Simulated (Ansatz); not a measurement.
# C₃HF₅: how energies converge with the basis set

How large a basis does C₃HF₅ need? Two functionals are run in growing sets.

The runs use Ansatz 0.2.0, Gaussian basis; one geometry, several basis sets.

Plan: PBE0-D4/def2-SVP; ωB97M-V/def2-SVP; PBE0-D4/def2-QZVPP; ωB97M-V/def2-QZVPP; the functionals' def2-TZVPP values are taken from earlier runs.

**1. The geometry**

An earlier PBE0-D4 in a triple-zeta def2 set relaxation fixed the geometry.

SMILES `FC(F)=C(F)C(F)F`, 9 atoms, charge 0, spin multiplicity 1.

Atoms are counted from 1 here; the program's logs count them from 0.

Bond lengths: F1–C2 1.310 Å, C2–F3 1.302 Å, C2–C4 1.325 Å, C4–F5 1.330 Å, C4–C6 1.485 Å, C6–F7 1.355 Å, C6–F8 1.355 Å, C6–H9 1.093 Å. Angles: F1–C2–F3 112.0°, F1–C2–C4 123.7°, F3–C2–C4 124.3°, C2–C4–F5 119.7°, C2–C4–C6 123.9°, F5–C4–C6 116.3°, C4–C6–F7 110.2°, C4–C6–F8 110.2°, C4–C6–H9 111.7°, F7–C6–F8 106.9°, F7–C6–H9 108.9°, F8–C6–H9 108.9°.

**2. PBE0-D4 in def2-SVP**

in.yaml

```yaml
crystal:
  periodic: [false, false, false]
  atoms:
    - {symbol: F, position_ang: [-0.703176, -1.903788, -0.455190]}
    - {symbol: C, position_ang: [-0.628615, -0.713268, -0.996424]}
    - {symbol: F, position_ang: [-1.157646, -0.684071, -2.186002]}
    - {symbol: C, position_ang: [-0.078242, 0.333064, -0.397742]}
    - {symbol: F, position_ang: [-0.045086, 1.507083, -1.020908]}
    - {symbol: C, position_ang: [0.522786, 0.290470, 0.959336]}
    - {symbol: F, position_ang: [1.825973, 0.657536, 0.904846]}
    - {symbol: F, position_ang: [-0.101947, 1.173959, 1.774905]}
    - {symbol: H, position_ang: [0.454451, -0.707184, 1.400078]}
basis:
  gaussian: {orbitals: def2-SVP}
hamiltonian: {xc: pbe0, dispersion: d4}
output: {orbitals: {seedname: orbitals}}
```

Command:

```
$ ansatz run in.yaml --threads 4 --pin off --events-out ev --progress --plain --max-ram 11315MiB
```

Further steps of the session: ωB97M-V in def2-SVP; PBE0-D4 in def2-QZVPP; ωB97M-V in def2-QZVPP.

Before running them: what should the planned runs give, taken together? Wanted: PBE0-D4: double and triple zeta above quadruple; ωB97M-V: double and triple zeta above quadruple.

As calculated:

```
                                       quantity           value
PBE0-D4: double and triple zeta above quadruple  20.95, 0.85 eV
ωB97M-V: double and triple zeta above quadruple  21.32, 0.80 eV
```

In words: For PBE0-D4 the step from double to triple zeta gains 20.10 eV and the next only 0.85 eV. These are total energies; as a rule much of such shifts cancels in differences, which this series doesn't test.
